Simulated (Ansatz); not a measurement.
# C2H6AlBr: a ladder of functionals and wavefunction methods

The task here is to estimate one member of a computed series from the others.

Computed with Ansatz 0.2.0, Gaussian basis. Level: functionals in def2-TZVPP, the program's frozen cores in correlated methods.

Plan: PBE-D4, r2SCAN-D4, PBE0-D4, B3LYP-D4, ωB97X-V, ωB97M-V, B2PLYP; CCSD(T)/def2-TZVPP; MP2/def2-QZVPP; extrapolation to the limit.

## Structure used throughout

All runs share one geometry, relaxed beforehand with PBE0-D4 in a triple-zeta def2 set.

SMILES `[CH3][AlH][CH2]Br`, 10 atoms, charge 0, spin multiplicity 1.

Atoms are counted from 1 here; the program's logs count them from 0.

Bond lengths: C1–Al2 1.942 Å, C1–H5 1.095 Å, C1–H6 1.095 Å, C1–H7 1.092 Å, Al2–C3 1.971 Å, Al2–H8 1.592 Å, C3–Br4 1.955 Å, C3–H9 1.092 Å, C3–H10 1.092 Å. Angles: Al2–C1–H5 110.6°, Al2–C1–H6 110.5°, Al2–C1–H7 113.0°, H5–C1–H6 105.9°, H5–C1–H7 108.4°, H6–C1–H7 108.3°, C1–Al2–C3 121.3°, C1–Al2–H8 123.3°, C3–Al2–H8 115.4°, Al2–C3–Br4 111.6°, Al2–C3–H9 113.1°, Al2–C3–H10 113.2°, Br4–C3–H9 105.9°, Br4–C3–H10 105.9°, H9–C3–H10 106.6°.

Geometry (Å):

```
C    -1.47875    0.32133   -0.78763
Al   -0.16319   -0.80507    0.09023
C     1.53815   -0.06496    0.75462
Br    1.69019    1.84632    0.37055
H    -1.04267    0.81015   -1.66490
H    -1.79670    1.12990   -0.12109
H    -2.36644   -0.22895   -1.10637
H    -0.36808   -2.36561    0.32954
H     1.65524   -0.16266    1.83590
H     2.41545   -0.53164    0.30216
```

The first run:

Contents of in.yaml:

```yaml
crystal:
  periodic: [false, false, false]
  atoms:
    - {symbol: C, position_ang: [-1.478749, 0.321334, -0.787634]}
    - {symbol: Al, position_ang: [-0.163194, -0.805075, 0.090230]}
    - {symbol: C, position_ang: [1.538145, -0.064962, 0.754620]}
    - {symbol: Br, position_ang: [1.690194, 1.846317, 0.370547]}
    - {symbol: H, position_ang: [-1.042666, 0.810155, -1.664901]}
    - {symbol: H, position_ang: [-1.796697, 1.129897, -0.121093]}
    - {symbol: H, position_ang: [-2.366435, -0.228955, -1.106370]}
    - {symbol: H, position_ang: [-0.368085, -2.365614, 0.329535]}
    - {symbol: H, position_ang: [1.655238, -0.162658, 1.835905]}
    - {symbol: H, position_ang: [2.415450, -0.531639, 0.302159]}
basis:
  gaussian: {orbitals: def2-TZVPP}
hamiltonian: {xc: pbe, dispersion: d4}
output: {forces: true, orbitals: {seedname: orbitals}}
```

Command:

```
$ ansatz run in.yaml --threads 4 --pin off --events-out ev --progress --plain --max-ram 10444MiB
```

Among the steps run: PBE-D4 (GGA); r2SCAN-D4 (meta-GGA); PBE0-D4 (hybrid); B3LYP-D4 (hybrid); ωB97X-V (range-separated); ωB97M-V (range-separated); B2PLYP (double hybrid); CCSD(T) in def2-TZVPP; MP2 in def2-QZVPP.

One of the session's tables, all rows but one given; the rest of the session is left out.

| method | atomisation energy (kcal/mol) |
| --- | --- |
| PBE-D4 | 797.5 |
| r2SCAN-D4 | 793.1 |
| PBE0-D4 | 790.1 |
| B3LYP-D4 | 787.9 |
| ωB97X-V | 791.0 |
| ωB97M-V | 790.7 |
| B2PLYP | 780.0 |
| HF/def2-TZVPP | ? |
| MP2/def2-TZVPP | 779.2 |
| CCSD/def2-TZVPP | 762.5 |
| CCSD(T)/def2-TZVPP | 772.4 |
| MP2/CBS | 798.7 |
| CCSD(T)/CBS | 791.8 |

Estimate the missing values for HF/def2-TZVPP.

**Answer.** atomisation energy (kcal/mol): 592.4. In the column «atomisation energy (kcal/mol)» it is the lowest.
